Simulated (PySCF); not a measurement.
**CrCl: from the state search to spectroscopic constants**

Aim: find the lowest electronic state of CrCl, scan its bond at several levels of theory, and get bond length, wavenumber and dissociation energy from each curve.

Computed with PySCF 2.14.0. Level: Cr def2-TZVPP, Cl def2-TZVPP, no relativity.

**1. The job**

Settings of the job:

- atoms: Cr, Cl
- charge: 0
- basis: Cr def2-TZVPP, Cl def2-TZVPP
- Hamiltonian: no relativity
- basis functions: 106
- electrons treated: 41
- masses in u: 51.9405, 34.9689
- levels: PBE0, PBE, r²SCAN, B3LYP, TPSSh, r²SCANh, BHandHLYP, ωB97X-V, HF, MP2, SCS-MP2, CCSD, CCSD(T)
- grid: 80 radial by 434 angular points
- occupations: held fixed by the projection of orbital angular momentum
- dissociation limit: Cr + Cl, each in its ground configuration
- starting distance in angstrom: 2.135
- values of 2S to try: 1, 3, 5, 7, 9

On the command line:

```console
$ OMP_NUM_THREADS=2 python dia.py task.json out
```

Further steps of the session: First curve: PBE0; Excited determinants; PBE; r²SCAN; B3LYP (global hybrid GGA); TPSSh (hybrid meta-GGA); r²SCANh; BHandHLYP; ωB97X-V; UHF (mean field); MP2 and coupled cluster.

Before running it: what results should come out? Wanted: for each run, Re; ωe; De; μ.

The runs gave:

Lowest PBE0 solution found, without spin–orbit coupling: ⁶Σ⁺ (sextet), unpaired electrons σ ↑, π ↑↑, δ ↑↑. State 2 has its PBE0 minimum 1.35 eV higher. State 3 has its PBE0 minimum 1.48 eV higher, as a spin-mixed determinant (⟨S²⟩ = 4.76), so this is no gap between pure states. State 4 has its PBE0 minimum 2.84 eV higher, as a spin-mixed determinant (⟨S²⟩ = 2.75), so this is no gap between pure states. The other levels ran on the lowest alone.

| level | Re (Å) | ωe (cm⁻¹) | De (eV) | μ (D) |
| --- | --- | --- | --- | --- |
| UHF | 2.275 | 395 | 2.66 | -4.18 |
| UHF-MP2 | 2.133 | 421 | 2.99 | n/a |
| UHF-SCS-MP2 | 2.181 | 413 | 3.37 | n/a |
| PBE | 2.184 | 399 | 3.92 | -4.49 |
| r²SCAN | 2.188 | 405 | 3.87 | -4.79 |
| TPSSh | 2.197 | 398 | 3.88 | -5.06 |
| r²SCANh | 2.194 | 403 | 3.80 | -5.10 |
| B3LYP | 2.213 | 388 | 3.78 | -5.25 |
| PBE0 | 2.202 | 394 | 3.77 | -5.42 |
| BHandHLYP | 2.236 | 375 | 3.68 | -6.23 |
| ωB97X-V | 2.215 | 390 | 4.05 | -5.87 |

De is counted to Cr + Cl in their ground configurations. A positive dipole means Cr(−)Cl(+). No constants: UHF-CCSD (the points don't follow one smooth fit); UHF-CCSD(T) (the points don't follow one smooth fit).

In words: The methods spread over 0.142 Å in bond length, from UHF-MP2 to UHF. Of the levels with a De here, UHF gives the least (2.66 eV) and ωB97X-V the most (4.05 eV).

Correlated steps freeze 10 core orbitals. With d or f electrons several states lie close, and the lowest PBE0 determinant need not be the measured ground state. T1 is 0.143 near the minimum (highest on the curve 0.166), which may point to more than one leading configuration.
